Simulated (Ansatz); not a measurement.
# GdTl3: the cost of one run

Program: Ansatz 0.2.0. Level of theory: DFT, PBEsol, PAW with Ansatz's default frozen-core files, scalar-relativistic. These are calculated values, not measurements.

### 1 The starting structure

Symmetry: Pm-3m, No. 221, cubic system. The conventional cell has a = 4.690 Å, b = 4.690 Å, c = 4.690 Å, α = 90.00°, β = 90.00°, γ = 90.00°. Gd (site symmetry m-3m) is surrounded by 12 Tl at 3.32 Å. Tl (site symmetry 4/mmm) has 4 Gd at 3.32 Å and 8 Tl at 3.32 Å in its first shell of neighbours.

Structure file:

```
CELL_PARAMETERS angstrom
4.69000 0.00000 0.00000
0.00000 4.69000 0.00000
0.00000 0.00000 4.69000
ATOMIC_POSITIONS crystal
Gd 0.00000 0.00000 0.00000
Tl 0.00000 0.50000 0.50000
Tl 0.50000 0.00000 0.50000
Tl 0.50000 0.50000 0.00000
```

Atoms are numbered in the order of the input: Gd1, Tl2, Tl3, Tl4.

### 2 Free moments from the typed start, PAW

Input file input.yaml:

```yaml
crystal:
  lattice:
    - [4.69, 0.0, 0.0]
    - [0.0, 4.69, 0.0]
    - [0.0, 0.0, 4.69]
  atoms:
    - { symbol: Gd, position: [0.0, 0.0, 0.0], spin: 7.0 }
    - { symbol: Tl, position: [0.0, 0.5, 0.5] }
    - { symbol: Tl, position: [0.5, 0.0, 0.5] }
    - { symbol: Tl, position: [0.5, 0.5, 0.0] }
magnetization:
  spin_polarized: true
kpoints:
  mp_grid: { grid: [6, 6, 6] }
scf:
  occupations: { method: fermi_dirac, width: 0.05 }
hamiltonian:
  xc: pbesol
  pseudopotentials: { kind: paw }
output:
  forces: true
  stress: true
  eigenvalues: true
  populations: true
  write_density: true
  write_potential: true
  elf: true
  volumetric_format: npy
```

The run is started by

```console
$ ansatz run input.yaml --threads 2 --pin off --max-ram 6144MiB --backend cpu --events-out ev --progress --plain --runs-dir out
```

**Question.** How long does this run take on 2 threads of Arm Neoverse V2, shared host, and how much memory does it need?

About 6.7 s, with a peak of 0.48 GiB.
